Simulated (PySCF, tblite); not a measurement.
**C₄H₈N₂SeSi: geometry, infrared bands and NMR shifts**

Wanted: the infrared bands and NMR shifts of C₄H₈N₂SeSi (`C[C@@H]1C[Se][Si@@]1(N)C#N`), by calculation.

Computed with tblite 0.8.0 and PySCF 2.14.0, with density-fitted response routines of our own, on a single molecule in the gas phase. Atoms count from 0, in the outputs and in this text.

## (1) Starting geometry

16 atoms, charge 0, multiplicity 1; geometry from: force field or distance geometry start.

Bonds of the start (Å): C0–C1 1.53, C1–C2 1.53, C2–Se3 1.97, Se3–Si4 2.26, Si4–N5 1.79, Si4–C6 1.81, C6–N7 1.17, Si4–C1 1.85, C0–H8 1.11, C0–H9 1.12, C0–H10 1.10, C1–H11 1.12, C2–H12 1.12, C2–H13 1.12, N5–H14 1.04, N5–H15 1.05.

## (2) Geometry optimisation with GFN2-xTB

The job: settings as JSON, then the geometry in Å.

```
{"job": {"kind": "relax", "xc": "GFN2-xTB", "basis": "xTB"}, "charge": 0, "multiplicity": 1}
C     -1.497400    -0.704700     0.684900
C     -0.506500     0.452400     0.598600
C     -0.964200     1.595600    -0.301000
Se     0.419900     1.667000    -1.704800
Si     1.034600    -0.014000    -0.317900
N      0.954100    -1.616700    -1.118700
C      2.583100     0.305400     0.568700
N      3.574000     0.507700     1.149000
H     -1.763700    -1.076200    -0.327400
H     -2.436500    -0.355000     1.194000
H     -1.080200    -1.540000     1.275800
H     -0.247400     0.816200     1.625200
H     -1.001100     2.562200     0.261100
H     -1.959700     1.403200    -0.771800
H      1.778800    -1.666600    -1.754300
H      1.104700    -2.327400    -0.354700
```

Launch:

```sh
> OMP_NUM_THREADS=1 python probes_run.py task.json out
```

The driver reads the jobs from task.json and runs them one after another.

**Question.** This job is followed by: GFN2-xTB harmonic vibrations, gas phase; GIAO PBE0/pcSseg-1 NMR shielding, non-relativistic, gas phase. What will the session give for the following? strongest single infrared mode (GFN2-xTB); zero-point energy (GFN2-xTB); 13C shifts against TMS (PBE0/pcSseg-1); 1H shifts against TMS (PBE0/pcSseg-1, means over atoms taken as alike); 77Se shifts against Me2Se (PBE0/pcSseg-1); 29Si shifts against TMS (PBE0/pcSseg-1); 15N shifts against NH3 (PBE0/pcSseg-1).

**Answer**, as computed:

| quantity | value |
| --- | --- |
| strongest single infrared mode (GFN2-xTB) | 464 cm⁻¹, 263 km/mol |
| zero-point energy (GFN2-xTB) | 73.3 kcal/mol |
| 13C shifts against TMS (PBE0/pcSseg-1) | 124.6, 43.7, 31.9, 19.7 ppm |
| 1H shifts against TMS (PBE0/pcSseg-1, means over atoms taken as alike) | 3.18, 3.11, 2.69, 1.53, 1.20 ppm |
| 77Se shifts against Me2Se (PBE0/pcSseg-1) | 194 ppm |
| 29Si shifts against TMS (PBE0/pcSseg-1) | -20.3 ppm |
| 15N shifts against NH3 (PBE0/pcSseg-1) | 358.4, 39.6 ppm |

What this shows: Over 178 steps the energy fell by 0.451 eV; of the close pairs, Si4–N5 changed most, 1.793 to 1.718 Å. No mode is imaginary among the 42: a minimum at this level. The strongest single mode, at 464 cm⁻¹, moves mainly H14 and H15. Unscaled tight-binding wavenumbers are off by several per cent, some by more. Its intensities can rank the bands wrongly. C6 (nitrile carbon) lies farthest downfield among carbon, at 124.6 ppm; C≡N carbons fall here, among the sp2 signals but without a proton. At PBE0/pcSseg-1: The widest tensor belongs to Se3: span 1056 ppm, with a paramagnetic part of -1440 ppm. Spin-orbit coupling is left out, which matters for shieldings and couplings at and beside the heavy atoms.
